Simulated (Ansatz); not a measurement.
The same calculation of CH₄ClFGeS, SMILES [CH3][Ge]([F])([SH])[Cl] as a Python script and as an input file (Ansatz's Python interface).

`energy_ch4clfges.py`
```python
'''Single point of CH4ClFGeS in a Gaussian basis.'''

import ansatz
import numpy as np
import pandas as pd

GEOMETRY = '''
C    -0.30310   -1.09010   -0.57440
Ge    0.66630    0.34760    0.30070
F     2.01360   -0.36280    1.11110
S    -0.55110    1.39410    1.77640
Cl    1.36930    1.77050   -1.18710
H     0.29360   -1.54570   -1.32730
H    -0.68330   -1.77390    0.17120
H    -1.18240   -0.57490   -1.11190
H    -1.53440    1.78890    0.82430
'''


def main() -> None:
    ch4clfges = ansatz.Crystal.molecule()
    for line in GEOMETRY.strip().splitlines():
        symbol, *xyz = line.split()
        ch4clfges = ch4clfges.atom(symbol, [float(v) for v in xyz])

    model = ch4clfges.calculation()
    model = model.basis(gaussian='6-31G*').correlation('ccsd')
    model = model.forces()
    res = model.run(threads=1)
    rep = res.report

    for key in ('converged', 'free_energy_ev', 'reference_energy_ev', 'n_frozen', 'n_occupied', 'n_virtual'):
        print(f'{key:22s} {rep[key]}')

    print('correlation energy', round(rep['free_energy_ev'] - rep['reference_energy_ev'], 5), 'eV')
    cluster = rep['correlation'].get('coupled_cluster')
    if cluster:
        print('cycles', cluster['cycles'], ' T1 diagnostic', round(cluster['t1_diagnostic'], 4), ' largest double', round(cluster['largest_double'], 4))

    symbols = [site.symbol for site in ch4clfges.cartesian_sites]
    print('forces (eV/A)')
    for symbol, f in zip(symbols, rep['forces_ev_ang']):
        print(f'  {symbol:2s} {f[0]:9.4f} {f[1]:9.4f} {f[2]:9.4f}')

    charges = rep['charge_distribution']
    table = pd.DataFrame({'atom': symbols, 'mulliken': charges['mulliken_charges_e'], 'lowdin': charges['lowdin_charges_e']})
    print(table.round(3).to_string())
    print('dipole (e A):', np.round(charges['dipole_moment_e_ang'], 4) + 0.0)


if __name__ == '__main__':
    main()
```

```console
$ python energy_ch4clfges.py
converged              True
free_energy_ev         -83611.40586300603
reference_energy_ev    -83588.49866114902
n_frozen               21
n_occupied             [21, 21]
n_virtual              [69, 69]
correlation energy -22.9072 eV
cycles 11  T1 diagnostic 0.011  largest double 0.0295
forces (eV/A)
  C    -1.6265    2.1058   -0.4775
  Ge   -0.2258   -0.3258   -0.8222
  F     0.2408    0.2050    0.1653
  S    -1.2563    0.7454   -0.4293
  Cl    0.0469   -0.2837    0.2431
  H     0.6650   -0.7169   -0.6223
  H    -0.0814   -0.3980    0.1698
  H     1.0546   -0.8483    0.7742
  H     1.1826   -0.4836    0.9989
  atom  mulliken  lowdin
0    C    -0.626  -0.402
1   Ge     0.725  -0.326
2    F    -0.425  -0.077
3    S    -0.161   0.099
4   Cl    -0.221   0.093
5    H     0.214   0.164
6    H     0.210   0.168
7    H     0.178   0.166
8    H     0.106   0.116
dipole (e A): [-0.5673 -0.2496 -0.2157]
```

`input.yaml`:
```yaml
crystal:
  periodic: [false, false, false]
  atoms:
    - { symbol: C, position_ang: [-0.3031, -1.0901, -0.5744] }
    - { symbol: Ge, position_ang: [0.6663, 0.3476, 0.3007] }
    - { symbol: F, position_ang: [2.0136, -0.3628, 1.1111] }
    - { symbol: S, position_ang: [-0.5511, 1.3941, 1.7764] }
    - { symbol: Cl, position_ang: [1.3693, 1.7705, -1.1871] }
    - { symbol: H, position_ang: [0.2936, -1.5457, -1.3273] }
    - { symbol: H, position_ang: [-0.6833, -1.7739, 0.1712] }
    - { symbol: H, position_ang: [-1.1824, -0.5749, -1.1119] }
    - { symbol: H, position_ang: [-1.5344, 1.7889, 0.8243] }
basis:
  gaussian: { orbitals: "6-31G*" }
correlation:
  method: ccsd
output:
  forces: true
```

On the command line:
```console
$ ansatz run input.yaml --threads 1 --pin off --max-ram 4096MiB --backend cpu --events-out ev --progress --plain --runs-dir out
Engine: ansatz 0.2.0, x86_64-unknown-linux-gnu
Functional definition: HF
  exchange = exact_x
  correlation = 0
1035 factors; integrals over basis functions are off by at most 6.3e-4 eV
mean field evaluation 1: about -83585.6638 eV, gradient 3.4e1 eV
mean field evaluation 2: about -83585.7037 eV, gradient 3.4e1 eV
mean field evaluation 4: about -83588.4569 eV, gradient 3.4e0 eV
mean field evaluation 8: about -83588.4984 eV, gradient 2.1e-1 eV
mean field evaluation 16: about -83587.7674 eV, gradient 2.0e1 eV
mean field -83588.49866115 eV, -3071.8206674779 hartree, gradient 3.4e-6 eV, S^2 0.000000; 0 other end points of the search recorded, 0 dependent functions left out
21 core orbitals not correlated: weight in the atoms' cores, before any rotation towards them, 1.000 or more for the frozen orbitals, at most 0.000 for the correlated occupied ones
reference -83588.49866115 eV, -3071.8206674779 hartree; 21, 21 occupied and 69, 69 virtual orbitals, 1035 factors
second order -22.03376100 eV of doubles, -0.00000000 eV of singles
cycle   1  -22.20850717 eV  change   -1.7e-1 eV  update   1.1e-1
cycle   2  -22.79125868 eV  change   -5.8e-1 eV  update   3.3e-2
cycle   3  -22.91300083 eV  change   -1.2e-1 eV  update   1.6e-2
cycle   4  -22.90817424 eV  change    4.8e-3 eV  update   3.3e-3
cycle   5  -22.90737617 eV  change    8.0e-4 eV  update   1.3e-3
cycle   6  -22.90740941 eV  change   -3.3e-5 eV  update   3.7e-4
cycle   7  -22.90721003 eV  change    2.0e-4 eV  update   1.4e-4
cycle   8  -22.90719103 eV  change    1.9e-5 eV  update   5.0e-5
cycle   9  -22.90720718 eV  change   -1.6e-5 eV  update   2.0e-5
cycle  10  -22.90720573 eV  change    1.4e-6 eV  update   7.2e-6
cycle  11  -22.90720186 eV  change    3.9e-6 eV  update   2.7e-6
the calculation of the forces begins
Total energy: -83611.40586301 eV, -3072.6624916191 hartree
Atom 0 at    -0.303100    -1.090100    -0.574400 Å, force    -1.626495     2.105774    -0.477499 eV/Å
Atom 1 at     0.666300     0.347600     0.300700 Å, force    -0.225807    -0.325786    -0.822210 eV/Å
Atom 2 at     2.013600    -0.362800     1.111100 Å, force     0.240832     0.204990     0.165259 eV/Å
Atom 3 at    -0.551100     1.394100     1.776400 Å, force    -1.256267     0.745390    -0.429265 eV/Å
Atom 4 at     1.369300     1.770500    -1.187100 Å, force     0.046892    -0.283660     0.243076 eV/Å
Atom 5 at     0.293600    -1.545700    -1.327300 Å, force     0.665001    -0.716861    -0.622257 eV/Å
Atom 6 at    -0.683300    -1.773900     0.171200 Å, force    -0.081430    -0.397995     0.169848 eV/Å
Atom 7 at    -1.182400    -0.574900    -1.111900 Å, force     1.054628    -0.848267     0.774186 eV/Å
Atom 8 at    -1.534400     1.788900     0.824300 Å, force     1.182646    -0.483585     0.998862 eV/Å
Dipole moment:    -0.567325    -0.249632    -0.215664 e Å
```

Reading the output:
- The settings weren't tested for convergence.
- The geometry is a force-field or estimated start, not a minimum of this method, and the basis set is short of its limit.
- The Löwdin charges here are taken after orthogonalising the functions within each atom; they differ from plain Löwdin charges, and their signs can be unphysical.
- Inner cores stay frozen; a filled d shell under the valence of the heavier atoms is correlated with it.
- The whole script took 14 s on 1 thread of AMD EPYC 9R45 96-Core Processor (Zen 5) (shared host), peak memory 0.71 GiB.
